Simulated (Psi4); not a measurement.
# SiNH4O2 (SMILES N[Si](O)O): a chain of runs, part 1 of 3

We compute a structure relaxation (doublet SiNH4O2, UPBE/def2-SVPD), then a single-point energy (singlet [SiNH4O2]+, PBE/def2-SVPD), then a structure relaxation (singlet [SiNH4O2]+, PBE/def2-SVPD), then the energy (singlet [SiNH4O2]−, PBE/def2-SVPD), then a geometry optimisation (singlet [SiNH4O2]−, PBE/def2-SVPD) of H4NO2Si. 

The results are computed with Psi4 1.11.

## (1) Starting point

SiNH4O2: 8 atoms, total charge 0, spin state doublet. SMILES: `N[Si](O)O`. The shape is that of a PBE0-D4/def2-TZVP optimisation. This is one conformer, not always the lowest. The run starts from this shape.

Bond lengths: N1–Si2 1.700 Å, Si2–O3 1.651 Å, Si2–O4 1.651 Å, N1–H5 1.006 Å, N1–H6 1.006 Å, O3–H7 0.958 Å, O4–H8 0.958 Å. Angles: N1–Si2–O3 104.3°, N1–Si2–O4 104.3°, O3–Si2–O4 116.1°, Si2–N1–H5 120.9°, Si2–N1–H6 120.9°, Si2–O3–H7 115.7°, Si2–O4–H8 115.7°, H5–N1–H6 112.9°.

## (2) A structure relaxation at UPBE/def2-SVPD (density fitting) (run 1)

job.py

```python
import psi4

psi4.set_memory('1600 MB')
psi4.set_num_threads(1)
psi4.core.set_output_file('h4no2si.out', False)

molecule = psi4.geometry("""
0 2
N
Si 1 1.700022
O 2 1.650956 1 104.30002
O 2 1.651012 3 116.11081 1 -114.1127
H 1 1.006002 2 120.91757 3 42.5952
H 1 1.005943 5 112.91721 2 -154.61233
H 3 0.958271 2 115.73713 4 91.98808
H 4 0.958253 2 115.73861 3 -91.80463
symmetry c1
""")

psi4.set_options({
    'basis': 'def2-SVPD',
    'reference': 'uks',
})

e, wfn = psi4.optimize('pbe', molecule=molecule, return_wfn=True)
print(f'pbe energy: {e:.10f} Eh')
molecule.save_xyz_file('final.xyz', False)
```

Run with:

```bash
python job.py
```

h4no2si.out:

```text
gradient() will perform analytic gradient computation.

   => Loading Basis Set <=

    Name: DEF2-SVPD
    Role: ORBITAL
    Keyword: BASIS

         ---------------------------------------------------------
                                   SCF
                              UKS Reference
                        1 Threads,   1525 MiB Core
         ---------------------------------------------------------

  ==> Geometry <==

    Molecular point group: c1
    Full point group: C1

    Geometry (in Angstrom), charge = 0, multiplicity = 2:

       Center              X                  Y                   Z               Mass
    ------------   -----------------  -----------------  -----------------  -----------------
         N           -0.285141167221     0.157234912314    -1.537318311175    14.003074004430
         SI          -0.285141167221     0.157234912314     0.162703688825    27.976926534650
         O           -0.285141167221    -1.442567281203     0.570488749310    15.994914619570
[... 4 lines of this table left out ...]
         H            1.045698220256     1.443068946879     1.425114390371     1.007825032230

  Running in c1 symmetry.

  Rotational constants: A =      0.24667  B =      0.21994  C =      0.12702 [cm^-1]
  Rotational constants: A =   7394.96196  B =   6593.71781  C =   3807.87024 [MHz]
  Nuclear repulsion =  176.842411409514597

  Charge       = 0
  Multiplicity = 2
  Electrons    = 41
  Nalpha       = 21
  Nbeta        = 20

  ==> Algorithm <==

  SCF Algorithm Type is DF.
  DIIS enabled.
  MOM disabled.
  Fractional occupation disabled.
  Guess Type is SAD.
  Energy threshold   = 1.00e-08
  Density threshold  = 1.00e-08
  Integral threshold = 1.00e-12

  ==> Primary Basis <==

  Basis Set: DEF2-SVPD
    Blend: DEF2-SVPD
    Number of shells: 52
    Number of basis functions: 122
    Number of Cartesian functions: 130
    Spherical Harmonics?: true
    Max angular momentum: 2

  ==> DFT Potential <==

   => LibXC <=

    Version 7.1.2

   => Composite Functional: PBE <=

    PBE GGA Exchange-Correlation Functional

    Deriv               =              1
    GGA                 =           TRUE
    Meta                =          FALSE

    Exchange Hybrid     =          FALSE
    MP2 Hybrid          =          FALSE

   => Exchange Functionals <=

    1.0000     XC_GGA_X_PBE

   => Correlation Functionals <=

    1.0000     XC_GGA_C_PBE

   => LibXC Density Thresholds  <==

    XC_GGA_C_PBE:  1.00E-12
    XC_GGA_X_PBE:  1.00E-15

   => Molecular Quadrature <=

    Radial Scheme          =       TREUTLER
    Pruning Scheme         =           NONE
    Nuclear Scheme         =       TREUTLER

    Blocking Scheme        =         OCTREE
    BS radius alpha        =              1
    Pruning alpha          =              1
    Radial Points          =             75
    Spherical Points       =            302
    Total Points           =         174167
    Total Blocks           =           1373
    Max Points             =            256
    Max Functions          =            121
    Weights Tolerance      =       1.00E-15

   => Loading Basis Set <=

    Name: (DEF2-SVPD AUX)
    Role: JKFIT
    Keyword: DF_BASIS_SCF

  ==> Integral Setup <==

  DFHelper Memory: AOs need 0.052 GiB; user supplied 0.600 GiB.
  SCF_SUBTYPE=INCORE selected. In-core MEM_DF algorithm will be used.
  Using in-core AOs.

  ==> MemDFJK: Density-Fitted J/K Matrices <==

    J tasked:                   Yes
    K tasked:                    No
    wK tasked:                   No
    Memory [MiB]:               614
    Algorithm:                 Core
    Schwarz Cutoff:           1E-12
    Mask sparsity (%):       0.2956
    Fitting Condition:        1E-10

   => Auxiliary Basis Set <=

  Basis Set: (DEF2-SVPD AUX)
    Blend: DEF2-UNIVERSAL-JKFIT
    Number of shells: 137
    Number of basis functions: 431
    Number of Cartesian functions: 514
    Spherical Harmonics?: true
    Max angular momentum: 4

  Cached 100.0% of DFT collocation blocks in 0.518 [GiB].

  Minimum eigenvalue in the overlap matrix is 2.3000925035E-04.
  Reciprocal condition number of the overlap matrix is 2.7440758141E-05.
    Using symmetric orthogonalization.

  ==> Pre-Iterations <==

  SCF Guess: Superposition of Atomic Densities via on-the-fly atomic UHF (no occupation information).

   -------------------------
    Irrep   Nso     Nmo
   -------------------------
     A        122     122
   -------------------------
    Total     122     122
   -------------------------

  ==> Iterations <==

                           Total Energy        Delta E     RMS |[F,P]|

[... 3 lines left out ...]
   @DF-UKS iter   3:  -496.55831418132095   -4.11413e+00   1.48952e-03 DIIS/ADIIS
[... 4 lines left out ...]
   @DF-UKS iter   8:  -496.57476500038467   -4.86018e-06   4.48816e-06 DIIS
[... 4 lines left out ...]
   @DF-UKS iter  13:  -496.57476520135816   -1.11413e-11   6.28466e-09 DIIS
[... 12 lines left out ...]
   @S   Expected:                5.000000000E-01
[... 53 lines left out ...]
    One-Electron Energy =               -1036.7215521956354678
[... 4 lines left out ...]
    Total Energy =                       -496.5747652013581614
[... 147 lines left out ...]
	                                 ==> Convergence Check <==
[... 149 lines left out ...]
                           Total Energy        Delta E     RMS |[F,P]|
[... 5 lines left out ...]
   @DF-UKS iter   4:  -496.57787336740171   -7.71511e-05   2.29738e-05 DIIS
[... 4 lines left out ...]
   @DF-UKS iter   9:  -496.57787721225611   -1.09878e-10   4.75421e-08 DIIS
[... 12 lines left out ...]
   @S^2 Expected:                7.500000000E-01
[... 11 lines left out ...]
  @DF-UKS Final Energy:  -496.57787721227118
[... 7 lines left out ...]
    Empirical Dispersion Energy =           0.0000000000000000
[... 27 lines left out ...]
 Dipole Z            :          1.4463315           -1.1904968            0.2558347
[... 99 lines left out ...]
	  Convergence Criteria     1.00e-06 *    3.00e-04 *             o    1.20e-03 *             o
[... 96 lines left out ...]
   @DF-UKS iter   2:  -496.57801872935988    5.41604e-05   1.43968e-04 DIIS/ADIIS
[... 4 lines left out ...]
   @DF-UKS iter   7:  -496.57815889383147   -1.62872e-08   2.66958e-07 DIIS
[... 4 lines left out ...]
  Energy and wave function converged.
[... 12 lines left out ...]
   @S   Observed:                5.000000000E-01
[... 14 lines left out ...]
    Two-Electron Energy =                 405.8214195241588413
[... 27 lines left out ...]
 Dipole X            :         -0.0713899           -0.4334222           -0.5048121
[... 94 lines left out ...]
	Measures of convergence in internal coordinates in au.
[... 101 lines left out ...]
   @DF-UKS iter   0:  -496.57720715504570   -4.96577e+02   1.62685e-04
[... 4 lines left out ...]
   @DF-UKS iter   5:  -496.57820248440197   -4.02126e-08   1.61785e-06 DIIS
[... 4 lines left out ...]
   @DF-UKS iter  10:  -496.57820250086041   -1.47793e-12   2.03462e-09 DIIS
[... 12 lines left out ...]
   @S   Expected:                5.000000000E-01
[... 14 lines left out ...]
    One-Electron Energy =               -1029.0973837415867820
[... 4 lines left out ...]
    Total Energy =                       -496.5782025008604137
[... 116 lines left out ...]
	                                 ==> Convergence Check <==
[... 101 lines left out ...]
                           Total Energy        Delta E     RMS |[F,P]|
[... 5 lines left out ...]
   @DF-UKS iter   4:  -496.57822413522331   -4.00823e-06   3.82539e-06 DIIS
[... 4 lines left out ...]
   @DF-UKS iter   9:  -496.57822422471969   -1.56888e-11   1.69872e-08 DIIS
[... 12 lines left out ...]
   @S^2 Observed:                7.518060017E-01
[... 14 lines left out ...]
    Nuclear Repulsion Energy =            172.9244298228081220
[... 4 lines left out ...]
    VV10 Nonlocal Energy =                  0.0000000000000000
[... 69 lines left out ...]
    Weights Tolerance      =       1.00E-15
[... 129 lines left out ...]
    Weights Tolerance      =       1.00E-15
[... 24 lines left out ...]
   @DF-UKS iter   3:  -496.57822648241904   -6.83118e-06   1.28094e-05 DIIS
[... 4 lines left out ...]
   @DF-UKS iter   8:  -496.57822756010955   -2.21689e-12   9.61844e-09 DIIS
[... 12 lines left out ...]
   @S   Expected:                5.000000000E-01
[... 14 lines left out ...]
    One-Electron Energy =               -1028.9790927446817932
[... 4 lines left out ...]
    Total Energy =                       -496.5782275601095535
[... 116 lines left out ...]
	                                 ==> Convergence Check <==
[... 101 lines left out ...]
                           Total Energy        Delta E     RMS |[F,P]|
[... 5 lines left out ...]
   @DF-UKS iter   4:  -496.57822807842808   -4.90818e-07   8.82591e-07 DIIS
[... 4 lines left out ...]
  Energy and wave function converged.
[... 12 lines left out ...]
   @S   Observed:                5.000000000E-01
[... 40 lines left out ...]
    Final Occupation by Irrep:
              A
    DOCC [    20 ]
    SOCC [     1 ]
    NA   [    21 ]
    NB   [    20 ]

  @DF-UKS Final Energy:  -496.57822808392439

   => Energetics <=

    Nuclear Repulsion Energy =            172.9327585157467126
    One-Electron Energy =               -1028.9963015708028706
    Two-Electron Energy =                 405.5797227948261252
    DFT Exchange-Correlation Energy =     -46.0944078236943682
    Empirical Dispersion Energy =           0.0000000000000000
    VV10 Nonlocal Energy =                  0.0000000000000000
    Total Energy =                       -496.5782280839243867

  UHF NO Occupations:
  HONO-2 :   19  A 1.9998756
  HONO-1 :   20  A 1.9993662
  HONO-0 :   21  A 1.0000000
  LUNO+0 :   22  A 0.0006338
  LUNO+1 :   23  A 0.0001244
  LUNO+2 :   24  A 0.0000824
  LUNO+3 :   25  A 0.0000182

Computation Completed

Properties will be evaluated at   0.000000,   0.000000,   0.000000 [a0]

Properties computed using the SCF density matrix

 Multipole Moments:

 ------------------------------------------------------------------------------------
     Multipole            Electronic (a.u.)      Nuclear  (a.u.)        Total (a.u.)
 ------------------------------------------------------------------------------------

 L = 1.  Multiply by 2.5417464519 to convert [e a0] to [Debye]
 Dipole X            :         -0.0564452           -0.4551300           -0.5115752
 Dipole Y            :          0.0316364            0.2541733            0.2858097
 Dipole Z            :          1.4360763           -1.1305322            0.3055441
 Magnitude           :                                                    0.6608733

 ------------------------------------------------------------------------------------

	total time  =         12 seconds =       0.20 minutes

         ------------------------------------------------------------
                                   SCF GRAD
         ------------------------------------------------------------

  ==> Geometry <==

    Molecular point group: c1
    Full point group: C1

    Geometry (in Angstrom), charge = 0, multiplicity = 2:

       Center              X                  Y                   Z               Mass
    ------------   -----------------  -----------------  -----------------  -----------------
         N           -0.298463736145     0.166942448597    -1.552711412237    14.003074004430
         SI          -0.298463736145     0.166942448597     0.179289238604    27.976926534650
         O           -0.298463736145    -1.488482505535     0.561600054919    15.994914619570
[... 4 lines of this table left out ...]
         H            1.140269438653     1.408893821838     1.456513288882     1.007825032230

  Nuclear repulsion =  172.932758515746713

   => Molecular Quadrature <=

    Radial Scheme          =       TREUTLER
    Pruning Scheme         =           NONE
    Nuclear Scheme         =       TREUTLER

    Blocking Scheme        =         OCTREE
    BS radius alpha        =              1
    Pruning alpha          =              1
    Radial Points          =             75
    Spherical Points       =            302
    Total Points           =         174298
    Total Blocks           =           1379
    Max Points             =            256
    Max Functions          =            121
    Weights Tolerance      =       1.00E-15

  -Total Gradient:
     Atom            X                  Y                   Z
    ------   -----------------  -----------------  -----------------
       1        0.000000008203     0.000000741740     0.000123527769
       2        0.000035534998    -0.000020552440     0.000033196927
       3        0.000128536855    -0.000111926941    -0.000139919008
[... 4 lines of this table left out ...]
       8       -0.000006319006    -0.000021255442     0.000103205663

	total time  =          5 seconds =       0.08 minutes

    			-----------------------------------------

    			 OPTKING 3.0: for geometry optimizations

    			        with contributions from

    			-----------------------------------------

	                            ===> Fragment 1 <==

	 Z (Atomic Numbers)          Masses                          Geom
	       7.000000            14.003074         -0.56401472  0.31547551 -2.93419932
	      14.000000            27.976927         -0.56401472  0.31547551  0.33880756
	       8.000000            15.994915         -0.56401472 -2.81282428  1.06127030
[... 4 lines of this table left out ...]
	       1.000000             1.007825          2.15479695  2.66242346  2.75241121

	 - Coordinate -           - BOHR/RAD -       - ANG/DEG -
	 R(1,2)           =         3.273007           1.732001
	 R(1,5)           =         1.926597           1.019511
	 R(1,6)           =         1.926611           1.019518
[... 19 lines of this table left out ...]
	 D(4,2,3,7)       =         1.546086          88.584210

	        --- Internal Coordinate Step in ANG or DEG, aJ/ANG or AJ/DEG ---
	-------------------------------------------------------------------------------
	           Coordinate      Previous         Force          Change          New
	           ----------      --------        ------          ------        ------
	               R(1,2)       1.73200        0.00045        0.00031       1.73231
	               R(1,5)       1.01951       -0.00041        0.00002       1.01953
	               R(1,6)       1.01952       -0.00042        0.00002       1.01954
[... 19 lines of this table left out ...]
	           D(4,2,3,7)      88.58421       -0.00000       -0.17398      88.41023
	-------------------------------------------------------------------------------

	                                 ==> Convergence Check <==

	Measures of convergence in internal coordinates in au.

	Criteria marked as inactive (o), active & met (*), and active & unmet ( ).

	----------------------------------------------------------------------------------------------
	   Step    Total Energy     Delta E     Max Force     RMS Force      Max Disp      RMS Disp
	----------------------------------------------------------------------------------------------
	  Convergence Criteria     1.00e-06 *    3.00e-04 *             o    1.20e-03 *             o
	----------------------------------------------------------------------------------------------
	     7    -496.57822808   -5.24e-07 *    1.44e-04 *    5.56e-05 o    3.54e-03      1.84e-03 o  ~
	----------------------------------------------------------------------------------------------

Next Geometry in Ang
	Fragment 1 (Ang)

	    N  -0.2972495091   0.1662607534  -1.5534035070
	   Si  -0.2991769310   0.1673369508   0.1789066151
	    O  -0.2993913025  -1.4877616614   0.5617625770
[... 4 lines of this table left out ...]
	    H   1.1410678134   1.4079676083   1.4570947462

    Final optimized geometry and variables:
    Molecular point group: c1
    Full point group: C1

    Geometry (in Angstrom), charge = 0, multiplicity = 2:

    N
    SI            1    1.732001
    O             2    1.698998      1  103.004135
    O             2    1.698984      3  116.505891      1 -111.893850
    H             1    1.019511      2  120.288542      3   45.164319
    H             1    1.019518      5  112.281688      2 -150.504172
    H             3    0.971427      2  115.352204      4   88.584210
    H             4    0.971425      2  115.354314      3  -88.454400

[set-up sections that repeat, and orbital energies of the middle runs, are left out above]
```

Standard output:

```text
Some dependencies such as QCElemental have not yet finished migration to pydantic v2. If issues are encountered please downgrade pydantic or upgrade QCElemental as appropriate
	Previous geometry is closer to target in internal coordinates, so using that one.

	Best geometry has RMS(Delta(q)) = 1.20e-04

Optimizer: Optimization complete!
pbe energy: -496.5782280839 Eh
```

It took 2.8 min on 1 thread of Intel Xeon Platinum 8259CL at 2.50GHz (Skylake/Cascade Lake), shared host; peak memory 0.85 GiB.

Steps, from the record of the run:

| step | energy from the first frame kept (eV) | largest force (eV/Å) |
| --- | --- | --- |
| 0 | 0.0000 | 1.2408 |
| 1 | -0.0847 | 0.4745 |
| 2 | -0.0923 | 0.1040 |
| 3 | -0.0935 | 0.0308 |
| 4 | -0.0941 | 0.0278 |
| 5 | -0.0942 | 0.0179 |
| 6 | -0.0942 | 0.0113 |

After the run. Bond lengths: N1–Si2 1.732 Å, Si2–O3 1.699 Å, Si2–O4 1.699 Å, N1–H5 1.020 Å, N1–H6 1.020 Å, O3–H7 0.971 Å, O4–H8 0.971 Å. Angles: N1–Si2–O3 103.0°, N1–Si2–O4 103.0°, O3–Si2–O4 116.5°, Si2–N1–H5 120.3°, Si2–N1–H6 120.3°, Si2–O3–H7 115.4°, Si2–O4–H8 115.4°, H5–N1–H6 112.3°.

## (3) The singlet cation: the energy at PBE/def2-SVPD (density fitting) (run 2)

input.in

```
memory 1.6 GB

molecule {
  1 1
  N
  Si 1 R2
  O 2 R3 1 A3
  O 2 R4 3 A4 1 D4
  H 1 R5 2 A5 4 D5
  H 1 R6 5 A6 2 D6
  H 3 R7 2 A7 4 D7
  H 4 R8 2 A8 3 D8

  R2 = 1.732
  R3 = 1.698998
  A3 = 103.00412
  R4 = 1.698984
  A4 = 116.5059
  D4 = -111.89384
  R5 = 1.019512
  A5 = 120.28858
  D5 = 166.71928
  R6 = 1.019519
  A6 = 112.28161
  D6 = -150.50413
  R7 = 0.971426
  A7 = 115.35218
  D7 = 88.58422
  R8 = 0.971426
  A8 = 115.3543
  D8 = -88.45439
  symmetry c1
}

set basis def2-SVPD

result = energy('pbe')
print_variables()
```

Run with:

```bash
psi4 input.in input.out -n 1
```

input.out, shortened:

```text
[...]
  Running in c1 symmetry.
[...]
  Nuclear repulsion =  172.932777365521190
[...]
  Multiplicity = 1
[...]
  Nalpha       = 20
  Nbeta        = 20
[...]
    Number of basis functions: 122
[...]
   @DF-RKS iter   1:  -495.65012564855351    3.71140e-01   1.00793e-02 ADIIS/DIIS
[...]
   @DF-RKS iter  11:  -496.29617284424211   -1.30566e-07   4.98489e-07 DIIS
[...]
  @DF-RKS Final Energy:  -496.29617284424211
   => Energetics <=
    Nuclear Repulsion Energy =            172.9327773655211899
    One-Electron Energy =               -1018.9113856348935769
    Two-Electron Energy =                 395.4504342666473917
    DFT Exchange-Correlation Energy =     -45.7679988415170556
    Empirical Dispersion Energy =           0.0000000000000000
    VV10 Nonlocal Energy =                  0.0000000000000000
    Total Energy =                       -496.2961728442421077
[...]
```

Run time: 13 s. Hardware: 1 thread of Intel Xeon Platinum 8259CL at 2.50GHz (Skylake/Cascade Lake), shared host; peak memory 0.78 GiB.

(Continued in part 2 of 3.)
